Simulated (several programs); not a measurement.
## What each method gives for Li2BrCl (ordering on rocksalt)

Li2BrCl as one 4-atom ordering (R-3m) on the rocksalt lattice, relaxed with r2SCAN in Ansatz, was computed with several methods. Space group R-3m (No. 166), trigonal; conventional cell a = 3.752 Å, c = 18.349 Å, 18.64 Å³ an atom. Around Cl lie 6 Li at 2.61 Å; around Br lie 6 Li at 2.70 Å; around Li lie 3 Cl at 2.61 Å and 3 Br at 2.70 Å. No spin polarisation. The prototype was imposed, so other structures may be more stable.

```
CELL_PARAMETERS angstrom
1.87607 1.08315 6.11642
-1.87607 1.08315 6.11642
0.00000 -2.16629 6.11642
ATOMIC_POSITIONS crystal
Cl 0.00000 0.00000 0.00000
Br 0.50000 0.50000 0.50000
Li 0.25436 0.25436 0.25436
Li 0.74564 0.74564 0.74564
```

Gaps and times are for a single point on this cell; volume and bulk modulus come from each method's own relaxation or energy curve at fixed shape, which is too stiff where a cell has free coordinates or axes. Times are rough, from shared hosts (Arm Neoverse V1), and each method has its own mesh and cell size. A double dagger marks a value from a curve with shape and coordinates held. PM6 (MOPAC), PM7 (MOPAC), GFN1-xTB (tblite), GFN2-xTB (tblite) treat a cluster of cells at its zone centre, which samples few k points: where these miss a band edge, the gap comes out too large for that reason alone. Gaps from k meshes are read at a limited set of points (mesh, symmetry points, PBE's band edges), so each method's own least gap may be somewhat smaller. Force fields have no electrons; where one was fitted to this phase, its volume and modulus reflect the fit. xTB and the PM methods were fitted mostly to molecules, and can miss a solid's gap by electronvolts. Minimal bases can be far off for gaps. Times of the plane-wave rungs are withheld (a dash), since they come from other jobs, hosts and meshes; the meshes of hybrids and Hartree-Fock don't converge their gaps to the digits shown. GLLB-SC's gap includes the derivative discontinuity. G0W0 is at finite bands, cutoff and mesh. d marks a direct gap, i an indirect one (no mark: not told apart), a dash a value that wasn't computed or didn't pass its checks.

```csv
method,kind,gap (eV),own volume (Å³/atom),bulk modulus (GPa),atoms computed,processor time
ffield.eim (LAMMPS),force field,–,–,–,4,0.13 s
"light PBE (260 eV, its own mesh)",light plane-wave,5.11 d,–,–,4,1.1 s
PBE,semilocal,5.08 d,18.99,28‡,4,–
GFN1-xTB (tblite),tight binding,2.35,17.81‡,41‡,cluster,7.6 s
PBE/single zeta (GPAW),small basis,4.47 d,–,–,4,7.7 s
GFN2-xTB (tblite),tight binding,5.34,19.91‡,31‡,cluster,11 s
PM7 (MOPAC),semi-empirical,9.16,–,–,cluster,12 s
PM6 (MOPAC),semi-empirical,9.31,–,–,cluster,12 s
r2SCAN,semilocal,5.91 d,18.64,31‡,4,–
PBE/SZV (CP2K),small basis,4.73 d,–,–,4,33 s
PBE+SOC,semilocal,4.91 d,–,–,4,–
PBE/DZVP (CP2K),small basis,5.13 d,19.14‡,29‡,4,71 s
GLLB-SC (GPAW),model potential,8.59,–,–,4,110 s
G0W0@r2SCAN (140 eV screening cutoff),many-body,7.76,–,–,4,–
G0W0@HSE06 (140 eV screening cutoff),many-body,7.93,–,–,4,–
PBE0,hybrid,7.01 d,–,–,4,–
HSE06,hybrid,6.32 d,–,–,4,–
G0W0@PBE (210 eV screening cutoff),many-body,7.46,–,–,4,–
```

Against HSE06 (6.32 eV) the nearest gap at the points sampled is that of r2SCAN (-0.40 eV) and the farthest that of GFN1-xTB (tblite) (-3.96 eV). HSE06 is only a yardstick of convenience: for gaps this wide it usually falls short of measured ones, so a larger value can be the better one.

Volumes against r2SCAN's: PBE +1.9 %.

Only the rows marked +SOC include spin-orbit coupling.
